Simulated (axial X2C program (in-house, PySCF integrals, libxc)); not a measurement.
# InH⁺: bond curves with and without spin–orbit coupling

Aim: find the lowest determinant of InH⁺, scan the bond at several levels and fit the constants, once spin-free and once with spin–orbit coupling.

The runs use an in-house X2C program for linear molecules on PySCF integrals; all-electron X2C, In dyall-cv3z, H dyall-v3z.

All values are calculated.

**1. The job**

task.json

```json
{"zs": [49, 1], "q": 1, "bas": ["dyall-cv3z", "dyall-v3z"], "levels": ["PBE0", "HF", "PBEsol"], "cc": true, "r0": 1.74, "thr": -2.0, "nmax": 90, "npts": 10, "nst": 2, "ntry": 6}
```

Keys: zs atomic numbers; q charge; bas basis sets; levels methods (HF also brings MP2); cc coupled cluster on or off; r0 starting distance in Å; thr threshold in hartree for freezing inner shells (an s shell follows its p shell); nmax most natural virtual spinors; npts points asked for on the curve; nst determinants followed; ntry starts of the search.

Started as:

```bash
python so2c.py task.json out
```

Spin-free means the one-electron spin-free X2C Hamiltonian; two-component (2c) means X2C with spin–orbit coupling and atomic mean-field two-electron Coulomb and Gaunt terms. Basis: In dyall-cv3z contracted to [11s12p9d4f1g], H dyall-v3z contracted to [6s2p1d]; Gaussian nuclei, density fitting. Masses: In 114.904 u, H 1.008 u.

Notation: σ, π±, δ± give the projection m of an orbital's angular momentum (0, ±1, ±2), α and β its spin, Λ and M_S the sums; ω is the projection of a spinor's total angular momentum and Ω the sum. Logs are in hartree.

The results follow Hamiltonian by Hamiltonian and level by level.

**2. State search with PBE0**

PBE0 moves the distance from 1.740 Å to 1.859 Å and compares determinants there.

Spin-free determinants:

| ΔE (eV) | state | open shells |
| --- | --- | --- |
| 0.00 | M_S = 1/2, Λ = 0 | beyond closed shells: σα |
| 3.98 | M_S = 1/2, Λ = 1 | beyond closed shells: π+α |

Two-component determinants:

| ΔE (eV) | state | open shells |
| --- | --- | --- |
| 0.00 | Ω = 1/2 | excess of +ω over −ω: ω = 1/2 |
| 4.13 | Ω = 3/2 | excess of +ω over −ω: ω = 3/2 |

**3. PBE0, spin-free**

State followed: M_S = 1/2, Λ = 0 (beyond closed shells: σα). The scan is laid around 1.859 Å, a first estimate of the minimum, and this SCF restarts from the orbitals of the search.

Output at 1.859 Å:

```text
spin-free X2C-1e  PBE0
basis functions 146  fitting functions 745  grid points 5076
iter        total energy     max residual
   1      -5880.968882591     8.22e-05
   2      -5880.968882638     2.48e-05
   3      -5880.968882645     6.52e-06
converged
one-electron -8108.42272380  Coulomb 2374.61591207  exact exchange -39.68793277  xc functional -121.42232713  nuclear repulsion 13.94818899
```

Along the bond, energies from the lowest point:

```
R (Å)  E (eV)  μ (D)  HOMO (eV)  LUMO (eV)  iterations
1.617  0.1954   0.15     -13.62     -10.12          11
1.692  0.0743   0.17     -13.67     -10.14          10
1.748  0.0260   0.20     -13.71     -10.15          10
1.803  0.0037   0.23     -13.74     -10.14           9
1.859  0.0000   0.28     -13.78     -10.11           3
1.924  0.0111   0.35     -13.83     -10.06          10
1.989  0.0318   0.42     -13.87      -9.98           9
2.073  0.0641   0.52     -13.93      -9.86          10
2.175  0.1027   0.63     -14.00      -9.65           9
2.324  0.1471   0.75     -14.08      -9.29          10
```

Dipoles are positive if H is the positive end and refer to the centre of mass.

Outer orbitals at the reference distance:

```csv
symmetry,occupied,ε (eV),atomic character
σα,yes,-28.82,98% In d
δ+α,yes,-28.80,100% In d
δ-α,yes,-28.80,100% In d
δ-β,yes,-28.74,100% In d
δ+β,yes,-28.74,100% In d
π+α,yes,-28.70,100% In d
π-α,yes,-28.70,100% In d
σβ,yes,-28.63,99% In d
π+β,yes,-28.61,100% In d
π-β,yes,-28.61,100% In d
σα,yes,-17.97,"49% In s, 44% H s, 3% In p"
σβ,yes,-16.62,"65% In s, 29% H s, 4% H p"
σα,yes,-13.78,"36% In s, 35% In p, 24% H s"
σβ,no,-10.11,"45% In p, 29% H s, 22% In s"
π-α,no,-7.91,"97% In p, 2% H p"
π+α,no,-7.91,"97% In p, 2% H p"
π-β,no,-7.57,"97% In p, 2% H p"
```

PBE0 fields in the half plane through the axis: z from -2.4 to 4.2 Å across, distance from the axis 0.15 to 2.25 Å upwards; In lies at z = 0 and H at z = 1.859 Å; the ELF is damped to zero where the density is low.

log10 density (e/bohr³). Ten even steps from '0' (-6.22 ) to '9' (1.81 ):
```
12223333333332222211000
22333344444333332221100
23334444444444333322110
33344555555444444332211
33445556665555544433221
34455566766555555443221
34455677877666665443321
34455678987666665543321
```

ELF. Ten even steps from '0' (0.00 ) to '9' (1.00 ):
```
00000111100000000000000
00013443221000000000000
00356543322111332000000
02677532222225788510000
16876422222248999960000
37875323442259999993000
58874247774259999996000
58874363736269999998000
```

Re = 1.844 Å, ωe = 1101 cm⁻¹, ωexe = 130 cm⁻¹, Be = 4.96 cm⁻¹, De = 0.331 eV, μ = 0.27 D.

**4. HF, spin-free**

Output at 1.859 Å:

```text
spin-free X2C-1e  HF
basis functions 146  fitting functions 745  grid points 5076
iter        total energy     max residual
   1      -5878.610353834     3.25e-01
   2      -5878.630776958     9.30e-03
   3      -5878.631980793     1.10e-02
   4      -5878.632177727     3.50e-03
   5      -5878.632211984     6.93e-04
   6      -5878.632221558     1.09e-03
   7      -5878.632225193     3.98e-04
   8      -5878.632226763     1.72e-04
   9      -5878.632226999     1.21e-04
  10      -5878.632227023     1.96e-05
  11      -5878.632227025     4.71e-06
  12      -5878.632227025     2.27e-06
converged
one-electron -8107.93347586  Coulomb 2374.19457232  exact exchange -158.84151247  xc functional 0.00000000  nuclear repulsion 13.94818899
```

Re = 1.827 Å, ωe = 1073 cm⁻¹, ωexe = 242 cm⁻¹, Be = 5.054 cm⁻¹, De = 0.070 eV, μ = 0.02 D.

**5. PBEsol, spin-free**

Output at 1.859 Å:

```text
spin-free X2C-1e  PBEsol
basis functions 146  fitting functions 745  grid points 5076
iter        total energy     max residual
   1      -5878.118177341     5.45e-01
   2      -5878.123007739     7.18e-03
   3      -5878.123086049     5.47e-02
   4      -5878.123363726     1.14e-03
   5      -5878.123365002     1.78e-03
   6      -5878.123367894     1.75e-04
   7      -5878.123368072     1.40e-04
   8      -5878.123368098     7.61e-06
   9      -5878.123368098     7.25e-07
converged
one-electron -8107.79351841  Coulomb 2373.91841293  exact exchange 0.00000000  xc functional -158.19645161  nuclear repulsion 13.94818899
```

Re = 1.860 Å, ωe = 1074 cm⁻¹, ωexe = 105 cm⁻¹, Be = 4.876 cm⁻¹, De = 0.443 eV, μ = 0.42 D.

**6. Correlated methods, spin-free**

Correlated methods: 13 electrons correlated (frozen shells, counted by type: In 4 s, 3 p, 1 d; H none), 193 virtual spinors in MP2, 90 natural virtuals in coupled cluster.

Output of the correlated part at 1.859 Å:

```text
correlated 13  virtual 193  natural virtual 90  E(MP2) -0.467342585  MP2 remainder -0.013750459
iter   CCSD correlation   residual
   1     -0.419382103   1.10e-01
   2     -0.429547854   4.25e-02
   3     -0.431054453   2.02e-02
   4     -0.431080753   4.81e-03
   5     -0.431141218   1.10e-03
   6     -0.431136163   3.15e-04
   7     -0.431135167   1.35e-04
   8     -0.431136469   6.88e-05
   9     -0.431135432   2.16e-05
  10     -0.431135625   5.03e-06
  11     -0.431135592   9.64e-07
  12     -0.431135624   3.36e-07
  13     -0.431135630   1.29e-07
(T) -0.012681688  T1 0.0263  D1 0.0657  max T2 0.094
```

T1 in the output is the amplitude norm over the root of the electron number; divide by √2 for the Lee–Taylor value.

MP2: No constants are quoted: the lowest point is the long end of the scan.

CCSD: Re = 1.831 Å, ωe = 1122 cm⁻¹, ωexe = 162 cm⁻¹, Be = 5.035 cm⁻¹, De = 0.226 eV. T1 at Re = 0.019 (Lee–Taylor, the printed value over √2).

CCSD(T): Re = 1.842 Å, ωe = 1070 cm⁻¹, ωexe = 167 cm⁻¹, Be = 4.974 cm⁻¹, De = 0.205 eV. T1 at Re = 0.019 (Lee–Taylor, the printed value over √2).

**7. The spin-free curves together**

Energy (eV) of the followed determinant, spin-free, from each level's lowest point:

```
R (Å)   PBE0     HF    MP2   CCSD  CCSD(T)  PBEsol
1.617  0.195  0.172  0.208    n/a      n/a   0.214
1.692  0.074  0.058  0.102  0.061    0.069   0.088
1.748  0.026  0.016  0.060  0.018    0.023   0.035
1.803  0.004  0.000  0.040  0.000    0.003   0.008
1.859  0.000  0.001  0.033  0.000    0.000   0.000
1.924  0.011  0.013  0.033  0.014    0.011   0.007
1.989  0.032  0.030  0.035  0.035    0.029   0.026
2.073  0.064  0.051  0.034  0.066    0.057   0.059
2.175  0.103  0.070  0.025    n/a      n/a   0.101
2.324  0.147  0.081  0.000    n/a      n/a   0.156
```

**8. PBE0, 2c**

State followed: Ω = 1/2 (excess of +ω over −ω: ω = 1/2). The scan is laid around 1.859 Å, a first estimate of the minimum, and this SCF restarts from the orbitals of the search.

The SCF at the reference distance of 1.859 Å:

```text
two-component X2C + atomic mean field  PBE0
basis functions 146  fitting functions 745  grid points 5076
iter        total energy     max residual
   1      -5878.498879113     1.15e-05
   2      -5878.498879113     2.50e-06
converged
one-electron -8101.41632071  Coulomb 2373.26152309  exact exchange -39.66397453  xc functional -121.35221896  nuclear repulsion 13.94818899  atomic mean-field constant -3.27607700
```

Along the bond, energies from the lowest point:

```
R (Å)  E (eV)  μ (D)  HOMO (eV)  LUMO (eV)  iterations
1.617  0.1938   0.15     -13.62     -10.13          11
1.692  0.0733   0.17     -13.67     -10.15          10
1.748  0.0253   0.20     -13.71     -10.15          10
1.803  0.0034   0.24     -13.74     -10.14           9
1.859  0.0000   0.28     -13.78     -10.12           2
1.924  0.0115   0.35     -13.83     -10.07          10
1.989  0.0325   0.42     -13.87      -9.99           9
2.073  0.0652   0.52     -13.93      -9.86          10
2.175  0.1042   0.63     -14.00      -9.66           9
2.324  0.1490   0.75     -14.08      -9.30           9
```

Dipoles are positive if H is the positive end and refer to the centre of mass.

Outer spinors at the reference distance:

```csv
ω,occupied,ε (eV),atomic character,λ mixture
-3/2,yes,-29.27,100% In d,"86% δ, 14% π"
3/2,yes,-29.25,100% In d,"81% δ, 19% π"
1/2,yes,-29.22,99% In d,"53% σ, 47% π"
-1/2,yes,-29.18,99% In d,"64% π, 36% σ"
5/2,yes,-28.47,100% In d,100% δ
-5/2,yes,-28.42,100% In d,100% δ
1/2,yes,-28.40,99% In d,"53% π, 47% σ"
3/2,yes,-28.38,100% In d,"81% π, 19% δ"
-1/2,yes,-28.33,99% In d,"64% σ, 36% π"
-3/2,yes,-28.31,100% In d,"86% π, 14% δ"
1/2,yes,-17.96,"49% In s, 44% H s, 3% In p",100% σ
-1/2,yes,-16.62,"64% In s, 29% H s, 4% H p",100% σ
1/2,yes,-13.78,"36% In s, 35% In p, 24% H s",100% σ
-1/2,no,-10.12,"45% In p, 28% H s, 22% In s",100% σ
-1/2,no,-8.03,"97% In p, 2% H p",100% π
3/2,no,-7.78,"97% In p, 2% H p",100% π
1/2,no,-7.69,"97% In p, 2% H p",100% π
```

PBE0 fields in the half plane through the axis: z from -2.4 to 4.2 Å across, distance from the axis 0.15 to 2.25 Å upwards; In lies at z = 0 and H at z = 1.859 Å; the ELF is damped to zero where the density is low.

log10 density (e/bohr³). Ten even steps from '0' (-6.22 ) to '9' (1.81 ):
```
12223333333332222211000
22333344444333332221100
23334444444444333322110
33344555555444444332211
33445556665555544433221
34455566766555555443221
34455677877666665543321
34455678987666665543321
```

ELF. Ten even steps from '0' (0.00 ) to '9' (1.00 ):
```
00000111100000000000000
00013443221000000000000
00356543322111332000000
02676532222225788510000
16876422222248999960000
37875323442259999993000
58874247774259999996000
58874363736269999998000
```

Re = 1.843 Å, ωe = 1106 cm⁻¹, ωexe = 129 cm⁻¹, Be = 4.967 cm⁻¹, De = 0.334 eV, μ = 0.27 D.

**9. HF, 2c**

Output at 1.859 Å:

```text
two-component X2C + atomic mean field  HF
basis functions 146  fitting functions 745  grid points 5076
iter        total energy     max residual
   1      -5876.138583728     3.66e-01
   2      -5876.159033439     9.27e-03
   3      -5876.160248110     1.25e-02
   4      -5876.160450183     4.01e-03
   5      -5876.160486682     6.72e-04
   6      -5876.160497223     1.29e-03
   7      -5876.160501229     4.79e-04
   8      -5876.160502866     1.84e-04
   9      -5876.160503105     1.34e-04
  10      -5876.160503130     2.21e-05
  11      -5876.160503132     5.79e-06
  12      -5876.160503132     3.46e-06
  13      -5876.160503132     9.22e-07
converged
one-electron -8100.92709175  Coulomb 2372.84019830  exact exchange -158.74572168  xc functional 0.00000000  nuclear repulsion 13.94818899  atomic mean-field constant -3.27607700
```

Re = 1.826 Å, ωe = 1077 cm⁻¹, ωexe = 239 cm⁻¹, Be = 5.058 cm⁻¹, De = 0.074 eV, μ = 0.02 D.

**10. PBEsol, 2c**

Output at 1.859 Å:

```text
two-component X2C + atomic mean field  PBEsol
basis functions 146  fitting functions 745  grid points 5076
iter        total energy     max residual
   1      -5875.650654647     5.45e-01
   2      -5875.655487487     7.17e-03
   3      -5875.655566476     5.47e-02
   4      -5875.655844159     1.15e-03
   5      -5875.655845406     1.81e-03
   6      -5875.655848400     1.76e-04
   7      -5875.655848583     1.41e-04
   8      -5875.655848609     7.71e-06
   9      -5875.655848610     7.31e-07
converged
one-electron -8100.78835081  Coulomb 2372.56529686  exact exchange 0.00000000  xc functional -158.10490665  nuclear repulsion 13.94818899  atomic mean-field constant -3.27607700
```

Re = 1.859 Å, ωe = 1078 cm⁻¹, ωexe = 105 cm⁻¹, Be = 4.883 cm⁻¹, De = 0.446 eV, μ = 0.42 D.

**11. Correlated methods, 2c**

Correlated methods: 13 electrons correlated (frozen shells, counted by type: In 4 s, 3 p, 1 d; H none), 193 virtual spinors in MP2, 90 natural virtuals in coupled cluster.

Output of the correlated part at 1.859 Å:

```text
correlated 13  virtual 193  natural virtual 90  E(MP2) -0.467198230  MP2 remainder -0.013734702
iter   CCSD correlation   residual
   1     -0.419284007   1.09e-01
   2     -0.429438593   4.25e-02
   3     -0.430951791   2.04e-02
   4     -0.430981485   4.93e-03
   5     -0.431044150   1.19e-03
   6     -0.431038883   3.89e-04
   7     -0.431037983   1.69e-04
   8     -0.431039557   7.20e-05
   9     -0.431038496   2.12e-05
  10     -0.431038668   7.29e-06
  11     -0.431038614   2.77e-06
  12     -0.431038682   1.24e-06
  13     -0.431038687   4.09e-07
(T) -0.012668809  T1 0.0264  D1 0.0660  max T2 0.093
```

MP2: No constants are quoted: the lowest point is the long end of the scan.

CCSD: Re = 1.830 Å, ωe = 1125 cm⁻¹, ωexe = 161 cm⁻¹, Be = 5.039 cm⁻¹, De = 0.227 eV. T1 at Re = 0.019 (Lee–Taylor, the printed value over √2).

CCSD(T): Re = 1.841 Å, ωe = 1073 cm⁻¹, ωexe = 166 cm⁻¹, Be = 4.978 cm⁻¹, De = 0.205 eV. T1 at Re = 0.019 (Lee–Taylor, the printed value over √2).

**12. The 2c curves together**

Energy (eV) of the followed determinant, 2c, from each level's lowest point:

```
R (Å)   PBE0     HF    MP2   CCSD  CCSD(T)  PBEsol
1.617  0.194  0.171  0.203    n/a      n/a   0.213
1.692  0.073  0.057  0.098  0.061    0.069   0.087
1.748  0.025  0.016  0.057  0.018    0.023   0.034
1.803  0.003  0.000  0.037  0.000    0.003   0.008
1.859  0.000  0.001  0.030  0.000    0.000   0.000
1.924  0.011  0.013  0.031  0.014    0.011   0.008
1.989  0.033  0.031  0.034  0.036    0.030   0.027
2.073  0.065  0.052  0.033  0.067    0.057   0.060
2.175  0.104  0.072  0.025    n/a      n/a   0.103
2.324  0.149  0.083  0.000    n/a      n/a   0.158
```

The whole job took 2.2 min on 1 thread of Arm Neoverse V1, shared host; peak memory 0.76 GiB.

**13. Results**

Lowest determinant that the search found at its distance, spin-free: M_S = 1/2, Λ = 0 (beyond closed shells: σα).

Lowest determinant that the search found at its distance, 2c: Ω = 1/2 (excess of +ω over −ω: ω = 1/2).

```csv
Hamiltonian,level,Re (Å),ωe (cm⁻¹),De (eV),μ (D)
spin-free,PBE0,1.844,1101,0.331,0.27
spin-free,HF,1.827,1073,0.070,0.02
spin-free,CCSD,1.831,1122,0.226,n/a
spin-free,CCSD(T),1.842,1070,0.205,n/a
spin-free,PBEsol,1.860,1074,0.443,0.42
2c,PBE0,1.843,1106,0.334,0.27
2c,HF,1.826,1077,0.074,0.02
2c,CCSD,1.830,1125,0.227,n/a
2c,CCSD(T),1.841,1073,0.205,n/a
2c,PBEsol,1.859,1078,0.446,0.42
```

Dipoles are positive if H is the positive end and refer to the centre of mass. No constants: spin-free MP2 (the lowest point is the long end of the scan); 2c MP2 (the lowest point is the long end of the scan).

Time per point (s) on 1 thread of Arm Neoverse V1, shared host (2c runs; CCSD comes with the CCSD(T) run); the times are rough: PBE0 0.38, HF 0.29, CCSD(T) 5.5, PBEsol 0.23.

**Reading.** At CCSD(T), going from spin-free to two-component changes Re by -1 mÅ, ωe by +0.3 %; the spin-free picture holds up (part of it comes from the scalar share of the two-electron terms). De moves by 0.00 eV; both De rest on single-determinant atoms, which can miss part of an open shell's spin–orbit lowering.

De refers to In+ + H, each in the lowest determinant found, which need not be this curve's own limit. Each curve is one determinant whose occupation by symmetry is held fixed; it was picked as the lowest of a PBE0 search that is not exhaustive. De is counted from the lowest determinant-based energies of the atoms at the same level, without counterpoise correction. Density functionals use the spin component along the axis (collinear). CCSD and (T) use frozen natural virtuals with an MP2 correction for the truncation.
